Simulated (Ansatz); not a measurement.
# CH6Si2Te: rigid scan of one bond length in Python

How does the energy of CH6Si2Te change as one bond is stretched? Aim: a rigid scan of one bond length, for CH6Si2Te, run from a script. SMILES: C[SiH]1[SiH2][Te]1.

Computed with the Python package of Ansatz 0.2.0. Level of theory: PBE/def2-SVP.

## 1. Starting point

Bond lengths: C1–Si2 1.806 Å, Si2–Si3 2.171 Å, Si2–Te4 2.552 Å, Si3–Te4 2.484 Å, C1–H5 1.114 Å, C1–H6 1.158 Å, C1–H7 1.116 Å, Si2–H8 1.432 Å, Si3–H9 1.519 Å, Si3–H10 1.475 Å. Angles (14 of 19 angles, heavy atoms first): C1–Si2–Si3 111.8°, C1–Si2–Te4 111.9°, Si3–Si2–Te4 62.9°, Si2–Si3–Te4 66.1°, Si2–Te4–Si3 51.0°, C1–Si2–H8 122.3°, Si3–Si2–H8 116.0°, Te4–Si2–H8 117.5°, Si2–C1–H5 113.9°, Si2–C1–H6 111.9°, Si2–C1–H7 111.6°, Si2–Si3–H9 115.1°, Si2–Si3–H10 115.8°, Te4–Si3–H9 115.0°.

ch6si2te.xyz, read by the script:

```xyz
10

C    -1.19010    0.75080   -0.68470
Si   -0.44930   -0.67660    0.13620
Si    1.57620   -0.26440    0.79870
Te    1.45240   -1.68460   -1.23550
H    -0.47320    1.33960   -1.30110
H    -1.66950    1.48390    0.07210
H    -2.01660    0.44690   -1.37040
H    -1.21130   -1.56380    0.96220
H     2.00110   -0.99060    2.06360
H     2.06340    1.10740    0.56180
```

## 2. The script

The input, scan_ch6si2te.py:

```python
"""Potential curve of CH6Si2Te along one bond."""

from dataclasses import dataclass

import ansatz as az
import matplotlib.pyplot as plt
import numpy as np


@dataclass
class RunConfig:
    basis_set: str = "def2-SVP"
    functional: str = "pbe"


settings = RunConfig()

system = az.Crystal.molecule_from_extxyz("ch6si2te.xyz")

symbols = [site.symbol for site in system.cartesian_sites]
start = np.array([site.position_ang for site in system.cartesian_sites])
axis = (start[0] - start[1]) / np.linalg.norm(start[0] - start[1])
moving = [0, 4, 5, 6]
lengths, energies = [1.589, 1.661, 1.733, 1.806, 1.878, 1.95, 2.022, 2.131], []
for length in lengths:
    xyz = start.copy()
    xyz[moving] += (length - np.linalg.norm(start[0] - start[1])) * axis
    point = az.Crystal.molecule()
    for symbol, xyz in zip(symbols, xyz):
        point = point.atom(symbol, xyz.tolist())
    setup = point.calculation()
    setup = setup.basis(gaussian=settings.basis_set).functional(settings.functional)
    summary = setup.run(threads=1, backend="cpu").report
    energies.append(summary["free_energy_ev"])
    print(f"r = {length:6.3f} A  E = {energies[-1]:.5f} eV  <S^2> = {abs(summary['mean_field']['state']['spin_squared']):.3f}")

# quartic fit about the minimum
fit = np.polynomial.Polynomial.fit(lengths, np.array(energies) - min(energies), 4).convert()
roots = [r.real for r in fit.deriv().roots() if abs(r.imag) < 1e-9 and fit.deriv(2)(r.real) > 0]
r_e = min(roots, key=lambda r: abs(r - lengths[int(np.argmin(energies))]))
print(f"minimum of the fit at {r_e:.4f} A, force constant {fit.deriv(2)(r_e):.2f} eV/A^2")
plt.figure(figsize=(4.5, 3))
plt.plot(lengths, np.array(energies) - min(energies), "o-")
plt.xlabel("bond length (A)")
plt.ylabel("E - E(min) (eV)")
plt.tight_layout()
plt.savefig("scan.png", dpi=100)
```

## 3. The input behind the calls

The package turns the script's settings into the engine's input (first run):

```yaml
crystal:
  periodic: [false, false, false]
  atoms:
    - { symbol: C, position_ang: [-1.1012394542278692, 0.5795803144774034, -0.5862312877641169] }
    - { symbol: Si, position_ang: [-0.4493, -0.6766, 0.1362] }
    - { symbol: Si, position_ang: [1.5762, -0.2644, 0.7987] }
    - { symbol: Te, position_ang: [1.4524, -1.6846, -1.2355] }
    - { symbol: H, position_ang: [-0.3843394542278692, 1.1683803144774032, -1.2026312877641168] }
    - { symbol: H, position_ang: [-1.5806394542278692, 1.3126803144774035, 0.1705687122358831] }
    - { symbol: H, position_ang: [-1.9277394542278692, 0.27568031447740343, -1.271931287764117] }
    - { symbol: H, position_ang: [-1.2113, -1.5638, 0.9622] }
    - { symbol: H, position_ang: [2.0011, -0.9906, 2.0636] }
    - { symbol: H, position_ang: [2.0634, 1.1074, 0.5618] }
basis:
  gaussian:
    orbitals: def2-SVP
hamiltonian:
  xc: pbe
```

## 4. Running it

The run is started by

```bash
python scan_ch6si2te.py
```

The program printed:

```text
r =  1.589 A  E = -24166.63425 eV  <S^2> = 0.000
r =  1.661 A  E = -24167.25377 eV  <S^2> = 0.000
r =  1.733 A  E = -24167.62994 eV  <S^2> = 0.000
r =  1.806 A  E = -24167.82881 eV  <S^2> = 0.000
r =  1.878 A  E = -24167.89366 eV  <S^2> = 0.000
r =  1.950 A  E = -24167.86416 eV  <S^2> = 0.000
r =  2.022 A  E = -24167.76708 eV  <S^2> = 0.000
r =  2.131 A  E = -24167.53460 eV  <S^2> = 0.000
minimum of the fit at 1.8871 A, force constant 17.05 eV/A^2
```

Wall time 21 s (1 thread of Arm Neoverse V2, shared host); peak memory 0.25 GiB.

## 5. Inputs of later runs

The engine's inputs for some of the other runs:

Run 3, against run 1:

```diff
@@ -4 +4 @@
-    - { symbol: C, position_ang: [-1.1012394542278692, 0.5795803144774034, -0.5862312877641169] }
+    - { symbol: C, position_ang: [-1.1603201851333527, 0.693419185015318, -0.6517002024513623] }
@@ -8,3 +8,3 @@
-    - { symbol: H, position_ang: [-0.3843394542278692, 1.1683803144774032, -1.2026312877641168] }
-    - { symbol: H, position_ang: [-1.5806394542278692, 1.3126803144774035, 0.1705687122358831] }
-    - { symbol: H, position_ang: [-1.9277394542278692, 0.27568031447740343, -1.271931287764117] }
+    - { symbol: H, position_ang: [-0.44342018513335263, 1.282219185015318, -1.2681002024513621] }
+    - { symbol: H, position_ang: [-1.6397201851333527, 1.426519185015318, 0.10509979754863771] }
+    - { symbol: H, position_ang: [-1.9868201851333527, 0.389519185015318, -1.3374002024513623] }
```

Run 4, against run 1:

```diff
@@ -4 +4 @@
-    - { symbol: C, position_ang: [-1.1012394542278692, 0.5795803144774034, -0.5862312877641169] }
+    - { symbol: C, position_ang: [-1.1902708334396046, 0.751129167996344, -0.6848893050358685] }
@@ -8,3 +8,3 @@
-    - { symbol: H, position_ang: [-0.3843394542278692, 1.1683803144774032, -1.2026312877641168] }
-    - { symbol: H, position_ang: [-1.5806394542278692, 1.3126803144774035, 0.1705687122358831] }
-    - { symbol: H, position_ang: [-1.9277394542278692, 0.27568031447740343, -1.271931287764117] }
+    - { symbol: H, position_ang: [-0.4733708334396046, 1.3399291679963439, -1.3012893050358685] }
+    - { symbol: H, position_ang: [-1.6696708334396047, 1.484229167996344, 0.07191069496413142] }
+    - { symbol: H, position_ang: [-2.0167708334396046, 0.44722916799634405, -1.3705893050358686] }
```

Run 8, against run 1:

```diff
@@ -4 +4 @@
-    - { symbol: C, position_ang: [-1.1012394542278692, 0.5795803144774034, -0.5862312877641169] }
+    - { symbol: C, position_ang: [-1.3236127608304524, 1.0080571744187203, -0.832649008323054] }
@@ -8,3 +8,3 @@
-    - { symbol: H, position_ang: [-0.3843394542278692, 1.1683803144774032, -1.2026312877641168] }
-    - { symbol: H, position_ang: [-1.5806394542278692, 1.3126803144774035, 0.1705687122358831] }
-    - { symbol: H, position_ang: [-1.9277394542278692, 0.27568031447740343, -1.271931287764117] }
+    - { symbol: H, position_ang: [-0.6067127608304526, 1.59685717441872, -1.449049008323054] }
+    - { symbol: H, position_ang: [-1.8030127608304525, 1.7411571744187202, -0.07584900832305408] }
+    - { symbol: H, position_ang: [-2.1501127608304524, 0.7041571744187203, -1.5183490083230542] }
```

Lines on the test bed's own set-up are left out of the output.

## 6. What each run gave

The 8 runs, in the order started:

```
run  distance (Å)  energy from run 5 (eV)  SCF cycles  CPU time (s)
  1          1.59                  1.2594          18           2.8
  2          1.66                  0.6399          18           2.8
  3          1.73                  0.2637          18           2.5
  4          1.81                  0.0648          18           2.5
  5          1.88                  0.0000          18           2.5
  6          1.95                  0.0295          18           2.5
  7          2.02                  0.1266          18           2.5
  8          2.13                  0.3591          17           2.3
```

## 7. What came out

```
                        quantity     value
bond length at the fit's minimum  1.8871 Å
                   runs compared         8
                 range of energy  1.259 eV
      lowest point, distance (Å)      1.88
```

The lowest point, at 1.88, lies inside the range. The ends stand 1.26 and 0.359 eV above it. The distance scanned is the script's pair 1, 0. Caveats:
- The rest of the molecule is held rigid at a force-field or estimated start geometry, and the basis set is modest; single-reference methods fail as a bond breaks.
- def2 sets replace the cores of elements past krypton by effective core potentials.
- The orbitals are restricted, so S² is zero by construction.
